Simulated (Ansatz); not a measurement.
Run this with Ansatz 0.2.0, Python API and show what comes out.

Contents of `clfgah.xyz`:
```text
4

F    -1.75190   -0.14530    0.40910
Ga   -0.01400    0.11360   -0.25530
Cl    0.94450   -1.50310    0.41270
H     0.87700    1.47450   -0.58680
```

`states.py`:
```python
"""Does a wider search find a lower mean-field state of ClFGaH?"""

import ansatz as az
import numpy as np

BASIS = "def2-SVP"
FUNCTIONAL = "pbe0"
VDW = "d4"

geometry = az.Crystal.molecule_from_extxyz("clfgah.xyz")
symbols = [site.symbol for site in geometry.cartesian_sites]

start = np.array([site.position_ang for site in geometry.cartesian_sites])
for factor in [1.0, 1.5]:
    xyz = (start - start.mean(axis=0)) * factor
    scaled = az.Crystal.molecule()
    for symbol, place in zip(symbols, xyz):
        scaled = scaled.atom(symbol, place.tolist())
    calculation = (
        scaled.calculation()
        .basis(gaussian=BASIS)
        .functional(FUNCTIONAL, dispersion=VDW)
        .spin("collinear")
    )
    for search in ("off", "standard"):
        try:
            rep = calculation.scf(lower_state_search=search).run(threads=1, backend="cpu").report
        except az.AnsatzError as error:
            print(f"x{factor} search {search}: {type(error).__name__}")
            continue
        state = rep["mean_field"]["state"]
        print(f"all distances x{factor}, search {search:8s} E = {rep['free_energy_ev']:.5f} eV  <S^2> = {abs(state['spin_squared']):.3f}  other states met: {len(rep['mean_field']['others'])}")
```

Running `python states.py` prints:
```text
all distances x1.0, search off      E = -67609.17919 eV  <S^2> = 0.000  other states met: 0
all distances x1.0, search standard E = -67609.17919 eV  <S^2> = 0.000  other states met: 0
all distances x1.5, search off      E = -67601.77281 eV  <S^2> = 0.000  other states met: 0
all distances x1.5, search standard E = -67602.57893 eV  <S^2> = 0.945  other states met: 12
```

Notes:
- Total energies depend on the basis set; only differences at equal settings carry meaning.
- The count of other states can hold repeated and symmetry-equivalent ends of the search; scaling all distances is a test, and for more than two atoms no physical path.
- The structure is a rough, unrelaxed start.
- The expectation value of S² is noticeably off S(S+1) in at least one run, so that state is spin-contaminated.
- It ran for 23 s on 1 thread of Arm Neoverse V1, with other jobs on the host, peak memory 0.27 GiB.
